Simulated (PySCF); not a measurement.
# Yb(OH)2: other functionals and bases at one geometry

The task here is to estimate one member of a computed series from the others.

Computed with PySCF 2.14.0. Level: several levels, as the steps say, no spin–orbit coupling.

1 further run of the same task is left out (for a known fault of the program).

### Starting geometry

5 atoms, charge 0, spin multiplicity 1.

Bond lengths: Yb1–O2 2.036 Å, Yb1–O4 2.036 Å, O2–H3 0.956 Å, O4–H5 0.956 Å. Angles: O2–Yb1–O4 128.3°, Yb1–O2–H3 163.7°, Yb1–O4–H5 163.7°.

Coordinates:

```
Yb    0.0000    0.0000   -0.3583
O     1.8324   -0.0383    0.5290
H     2.5409   -0.0521    1.1706
O    -1.8324    0.0383    0.5290
H    -2.5409    0.0521    1.1706
```

Formal oxidation states: Yb +2. An earlier session relaxed this geometry at PBE0, Yb def2-SVP with ECP28, O def2-SVP, H def2-SVP (singlet, point group C2v).

At PBE0 on the finer grid: E = -1310.627201 Eh, HOMO -4.02 eV, LUMO -1.26 eV, Mulliken charge on Yb1 +0.91 e, largest force component 0.004 eV/Å. 

Levels to run: M06-L; revPBE; PBE0, TZVP. Hardware: 2 threads of Intel Xeon at 2.50GHz (Skylake/Cascade Lake), shared host.

Set-up of the first run:

run.py (the lines that set the calculation)

```python
mol = gto.M(atom='''
Yb     0.00000     0.00000    -0.35828
O      1.83245    -0.03833     0.52898
H      2.54088    -0.05206     1.17060
O     -1.83245     0.03833     0.52898
H     -2.54088     0.05206     1.17060''',
    basis={'Yb': 'def2-SVP', 'O': 'def2-SVP', 'H': 'def2-SVP'},
    ecp={'Yb': 'def2-SVP'},
    charge=0, spin=0)
mf = dft.RKS(mol, xc='M06L')
mf.grids.atom_grid = (75, 302)  # f atoms: unpruned, at least (60, 302)
mf = mf.density_fit()  # fitting sets: Yb def2-universal-JKFIT, O def2-universal-JKFIT, H def2-universal-JKFIT
mf.conv_tol = 1e-08; mf.max_cycle = 55
mf.kernel(dm0)  # dm0: the density of the relaxed state
```

On the command line:

```sh
> OMP_NUM_THREADS=2 python run.py
```

Steps of the session up to this table: M06-L; revPBE; PBE0, TZVP.

One table of the session follows, with a row left open; its other results are not shown here.

```
              level  HOMO (eV)  gap (eV)  charge on Yb1 (e)  dipole (D)  largest force component (eV/Å)
PBE0 (relaxed here)      -4.02      2.77               0.91        3.03                            0.00
              M06-L      -1.21      0.62               0.97        3.00                            0.09
             revPBE          ?         ?                  ?           ?                               ?
         PBE0, TZVP      -4.32      2.92               1.15        3.33                            0.49
```

Q: Estimate the row for revPBE from the others.

As computed: HOMO (eV): -2.30; gap (eV): 0.27; charge on Yb1 (e): 0.76; dipole (D): 2.37; largest force component (eV/Å): 0.50. In the column «HOMO (eV)» it lies between PBE0 (relaxed here) (-4.02) and M06-L (-1.21).

In one basis the HOMO–LUMO gap runs from 0.27 eV (revPBE) to 2.77 eV (PBE0). The largest leftover force, 0.50 eV/Å with revPBE, stands at a geometry relaxed at another level. Total energies of different levels can't be compared.
